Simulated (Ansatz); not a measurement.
Consider an atomisation energy of C2H5BO, SMILES BC=CO (Ansatz 0.2.0 through its Python package).

`tae_c2h5bo.py`:
```python
"""Atomisation energy of C2H5BO at the given geometry."""

from collections import Counter

import ansatz as az


def total_energy(molecule, charge=0, unpaired=0):
    calc = (
        molecule.calculation()
        .basis(gaussian="def2-SVPD")  # the orbital basis, by name
        .correlation("mp2")
    )
    if charge:
        calc = calc.charge(charge)
    if unpaired:
        calc = calc.spin("collinear", total=unpaired)
    return calc.run(threads=1).report["free_energy_ev"]


def main() -> None:
    molecule = (
        az.Crystal.molecule()
        .atom("B", (-0.2646, 0.9141, -1.3522))
        .atom("C", (0.4559, 0.0357, -0.364))
        .atom("C", (-0.1506, -0.4262, 0.727))
        .atom("O", (0.6749, -1.2328, 1.6035))
        .atom("H", (0.2315, 1.3487, -2.3529))
        .atom("H", (-1.4371, 1.2791, -1.161))
        .atom("H", (1.5145, -0.2163, -0.5804))
        .atom("H", (-1.1082, -0.1633, 0.9714))
        .atom("H", (0.1723, -1.5853, 2.4916))
    )

    # unpaired electrons of the ground-state atoms
    unpaired = {"B": 1, "C": 2, "O": 2, "H": 1}
    counts = Counter(site.symbol for site in molecule.cartesian_sites)
    atom_energy = {s: total_energy(az.Crystal.molecule().atom(s, (0, 0, 0)), 0, unpaired[s]) for s in counts}
    whole = total_energy(molecule, 0, 0)
    for s, e in atom_energy.items():
        print(f"{s:2s} x{counts[s]}  {e:14.5f} eV")
    print(f"C2H5BO: {whole:.5f} eV")
    split = sum(counts[s] * e for s, e in atom_energy.items()) - whole
    print(f"atomisation energy (no zero-point term): {23.060548 * split:.1f} kcal/mol, {split / sum(counts.values()):.3f} eV an atom")


if __name__ == "__main__":
    main()
```

What does it cost to take this molecule apart into atoms?

816.4 kcal/mol from the electronic energies, without the zero-point term.

The output:

```console
$ python tae_c2h5bo.py
B  x1      -667.72875 eV
C  x2     -1025.86273 eV
O  x1     -2036.27028 eV
H  x5       -13.58606 eV
C2H5BO: -4859.05778 eV
atomisation energy (no zero-point term): 816.4 kcal/mol, 3.934 eV an atom
```

Total energies depend on the basis set; only differences at equal settings carry meaning. The geometry is a force-field or estimated start, not a minimum of this method, and the basis set is short of its limit. All parts are taken at fixed geometry, without zero-point energy. In double-zeta sets correlated atomisation energies come out some 10 to 15 % low. Finished in 2.9 s on 1 thread of Intel(R) Xeon(R) Processor @ 2.30GHz, on a shared host, peak memory 0.31 GiB.
